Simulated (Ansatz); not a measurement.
**AsH (triplet): geometry and frequencies at several levels**

One table from this session's results is given with a row withheld; the runs are named, their logs left out.

Program: Ansatz 0.2.0. Level of theory: the levels named in each step. These are calculated values, not measurements.

**The structure to begin with**

Bond lengths: As1–H2 1.531 Å.

Structure file:

```xyz
2

As    0.0000    0.0000   -0.0080
H     0.0000    0.0000    1.5232
```

Set-up of the first run:

input.yaml reads:

```yaml
crystal:
  periodic: [false, false, false]
  atoms:
    - { symbol: As, position_ang: [0.0, 0.0, -0.00801641] }
    - { symbol: H, position_ang: [0.0, 0.0, 1.52321641] }
magnetization:
  spin_polarized: true
  initial_magnetization: 2
basis:
  gaussian: { orbitals: def2-TZVPP }
hamiltonian:
  xc: pbe0
  dispersion: d4
phonons: {}
```

Run with:

```console
$ ansatz run input.yaml --threads 1 --pin off --max-ram 2560MiB --backend cpu --events-out ev --progress --plain --runs-dir out
```

Steps of the session up to this table: Frequencies, PBE0-D4/def2-TZVPP; Relaxation, PBE-D4/def2-TZVPP; Frequencies, PBE-D4/def2-TZVPP; Relaxation, r2SCAN-D4/def2-TZVPP; Frequencies, r2SCAN-D4/def2-TZVPP; Relaxation, B3LYP-D4/def2-TZVPP; Frequencies, B3LYP-D4/def2-TZVPP; Relaxation, B2PLYP/def2-TZVPP; Frequencies, B2PLYP/def2-TZVPP.

One table of the session follows, with a row left open; its other results are not shown here.

| level | As1–H2 (Å) | rotational constants (MHz) | dipole (D) | highest frequency (cm⁻¹) |
| --- | --- | --- | --- | --- |
| PBE-D4/def2-TZVPP | 1.5459 | 212650 | 0.15 | 2087 |
| r2SCAN-D4/def2-TZVPP | 1.5285 | 217530 | 0.24 | 2166 |
| B3LYP-D4/def2-TZVPP | ? | ? | ? | ? |
| B2PLYP/def2-TZVPP | 1.5261 | 218200 | 0.20 | 2181 |

Q: Estimate the row for B3LYP-D4/def2-TZVPP from the others.

As computed: As1–H2 (Å): 1.5347; rotational constants (MHz): 215760; dipole (D): 0.14; highest frequency (cm⁻¹): 2136. In the column «As1–H2 (Å)» it lies between r2SCAN-D4/def2-TZVPP (1.5285) and PBE-D4/def2-TZVPP (1.5459).
